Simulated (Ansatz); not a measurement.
# GaAs (F-43m): the equilibrium volume

At what volume is GaAs (F-43m) free of pressure?

Method: DFT PBE, scalar-relativistic, plane waves, PAW, in Ansatz 0.2.0.

## Step 1: The starting structure

The structure is cubic, space group F-43m (No. 216). Conventional cell: a = 5.750 Å, b = 5.750 Å, c = 5.750 Å, α = 90.00°, β = 90.00°, γ = 90.00°. Ga (site symmetry -43m) has 4 As at 2.49 Å as nearest neighbours. Around As (site symmetry -43m) lie 4 Ga at 2.49 Å.

As a file:

```xyz
2
Lattice="0.0000 2.8751 2.8751 2.8751 0.0000 2.8751 2.8751 2.8751 0.0000" Properties=species:S:1:pos:R:3 pbc="T T T"
Ga    0.0000    0.0000    0.0000
As    1.4375    1.4375    1.4375
```

## Step 2: The first run (PBE, 6×6×6 mesh)

input.yaml

```yaml
crystal:
  lattice:
    - [0.0, 2.8750910496, 2.8750910496]
    - [2.8750910496, 0.0, 2.8750910496]
    - [2.8750910496, 2.8750910496, 0.0]
  atoms:
    - { symbol: Ga, position: [0.0, 0.0, 0.0] }
    - { symbol: As, position: [0.25, 0.25, 0.25] }
basis:
  ecutwfc: 420
kpoints:
  mp_grid: { grid: [6, 6, 6] }
hamiltonian:
  xc: pbe
scf:
  occupations: { method: gaussian, width: 0.1 }
output:
  forces: true
  stress: true
  eigenvalues: true
```

Run with:

```console
$ ansatz run input.yaml --threads 8 --pin off --max-ram 14336MiB --backend cpu --events-out ev --progress --plain --runs-dir out
```

The log of the run, shortened:

```text
Warning: RAYON_NUM_THREADS=8 ignored (pool sized by the plan → 8); use --threads N
[...]
Pseudopotentials: kind: paw
Pseudopotential: Ga, paw, valence charge 13, recommended cutoff 420 eV (normal), Ga.paw.azcp
Pseudopotential: As, paw, valence charge 15, recommended cutoff 420 eV (normal), As.paw.azcp
Functional definition: PBE
[...]
Crystal: 2 atoms, lattice volume = 47.532 Å³
Basis set: ecut = 420 eV, 941 PW (Γ), exchange–correlation on 60×60×60 points (8 copies of the dense FFT grid, shifted against one another)
Bands: 18, of which v1, the nominal top of the filled ones, is band 14 counted from 1 (13 counted from 0)
Symmetry: 24 space group operations
Space group: F-43m (ITA 216), of the structure as read, at distance tolerance 3.6e-5 Å
k-points: 16 of 216 (time reversal used)
[...]
SCF iter   1: F=—  HF=-8639.836330 eV  |F-HF|=—  |Δ(HF+E_count)|=         —  Δρ=1.54e-3  dr2=1.84e-3  ethr=1.77e-3  ⟨swp⟩=5.6  Hψ=1345  notcnv=0
[...]
SCF iter   6: F=-8639.835468 eV  HF=-8639.835468 eV  |F-HF|=1.16e-9  |Δ(HF+E_count)|=   5.28e-7  Δρ=4.93e-6  dr2=1.91e-8  ethr=3.57e-10  ⟨swp⟩=3.1  Hψ=1232  notcnv=0
[...]
SCF converged after 6 iterations
Free energy (F): -8639.835468 eV
[...]
E sigma→0 (E₀):  -8639.835203 eV
Entropy (-TS):   -0.000530 eV (-0.265 meV/atom)
Fermi energy:    7.614365 eV
[...]
--- Forces (eV/Å), atoms counted from 1 ---
  atom   1  Ga     0.00000000    -0.00000000     0.00000000
  atom   2  As    -0.00000000    -0.00000000     0.00000000
[...]
--- Stress (GPa, compression-positive) ---
       -0.142413       0.000000      -0.000000
        0.000000      -0.142413       0.000000
       -0.000000       0.000000      -0.142413
  P = ⅓ Tr σ = -0.1424 GPa (-1.424 kbar)
--- Band table (eV; the first three rows and the last of 16) ---
  k-point 0: bands = ["-27.5543", "-27.5543", "-27.5543", "-27.5464", "-27.5464", "-7.1924", "-7.1924", "-7.1924", "-7.1255", "-7.1255", "-4.8563", "7.5190", "7.5190", "7.5190", "7.6586", "11.2368", "11.2368", "11.2368"]
[...]
```

Run time: 0.33 s. Hardware: 8 threads of Intel Xeon 6975P-C (Granite Rapids), shared host; peak memory 0.41 GiB.

Read off: volume 23.766 Å³/atom, pressure -0.14 GPa, gap on the mesh 0.14 eV.

## Step 3: Relaxing cell and atoms

input.yaml, as its differences from that of step 2:

```diff
@@ -11,3 +11,3 @@
 kpoints:
-  mp_grid: { grid: [6, 6, 6] }
+  mp_grid: { grid: [10, 10, 10] }
 hamiltonian:
@@ -15,3 +15,3 @@
 scf:
-  occupations: { method: gaussian, width: 0.1 }
+  occupations: { method: gaussian, width: 0.05 }
 output:
@@ -20 +20,6 @@
   eigenvalues: true
+relax:
+  adjacent_minimum: "off"
+  f_tol: 0.005
+  max_steps: 80
+  cell: { stress_tol: 0.05 }
```

Run with:

```console
$ ansatz run input.yaml --threads 8 --pin off --max-ram 14336MiB --backend cpu --events-out ev --progress --plain --runs-dir out
```

The log of the run, shortened:

```text
Warning: RAYON_NUM_THREADS=8 ignored (pool sized by the plan → 8); use --threads N
[...]
[... 4 set-up lines as earlier in the session ...]
[...]
Crystal: 2 atoms, lattice volume = 47.532 Å³
Basis set: ecut = 420 eV, 941 PW (Γ), exchange–correlation on 60×60×60 points (8 copies of the dense FFT grid, shifted against one another)
Bands: 18, of which v1, the nominal top of the filled ones, is band 14 counted from 1 (13 counted from 0)
[... 2 set-up lines as earlier in the session ...]
k-points: 47 of 1000 (time reversal used)
[...]
       -0.026038       0.000000       0.000000
        0.000000      -0.026038       0.000000
        0.000000       0.000000      -0.026038
  P = ⅓ Tr σ = -0.0260 GPa (-0.260 kbar)
--- Band table (eV; the first three rows and the last of 47) ---
  k-point 0: bands = ["-27.5483", "-27.5483", "-27.5483", "-27.5403", "-27.5403", "-7.1642", "-7.1642", "-7.1642", "-7.0966", "-7.0966", "-4.8514", "7.5382", "7.5382", "7.5382", "7.6964", "11.2636", "11.2636", "11.2636"]
[...]
--- Relaxed structure (2 steps of the walk, 2 accepted, 1 SCFs on fresh bases) ---
  F+E_penalty+E_count = -8639.85960597 eV   max|allowed force component| = 4.366e-17 eV/Å   (the final SCF, on the basis selected at the relaxed cell)
  cell:  # Å, volume = 47.4278 Å³
    - [6.878752244409047e-34, 2.8729907782509434, 2.8729907782509434]
    - [2.8729907782509434, 5.044418312566634e-33, 2.8729907782509434]
    - [2.8729907782509434, 2.8729907782509434, 3.8215290246716924e-33]
  atoms:
    - { symbol: Ga, position: [-5.498495417172254e-34, 7.452275514644627e-34, 5.945073725165939e-34] }
    - { symbol: As, position: [0.25, 0.25, 0.25] }
```

It took 1.7 s on 8 threads of Intel Xeon 6975P-C (Granite Rapids), shared host; peak memory 0.46 GiB.

The steps of the relaxation:

```
step  energy from step 1 (meV/atom)  largest force component (eV/Å)  pressure (GPa)  volume (Å³/atom)
   1                            0.0                           0.000           -0.16            23.766
   2                            0.0                           0.000           -0.03            23.714
   3                            0.0                           0.000           -0.03            23.714
```

Step 1 is the start. Step 3 repeats the geometry before it on a plane-wave basis chosen anew for the final cell, which leaves the energy as it was.

Result: volume 23.714 Å³/atom, pressure -0.03 GPa, gap on the mesh 0.16 eV.

## Step 4: Outcome

| quantity | value |
| --- | --- |
| volume | 23.714 Å³/atom |
| pressure | -0.03 GPa |
| conventional cell | a = 5.746 Å, b = 5.746 Å, c = 5.746 Å, α = 90.00°, β = 90.00°, γ = 90.00° |
| gap on the mesh | 0.16 eV |

**Reading.** The volume stayed near 23.71 Å³/atom, where the pressure is zero within 0.03 GPa.
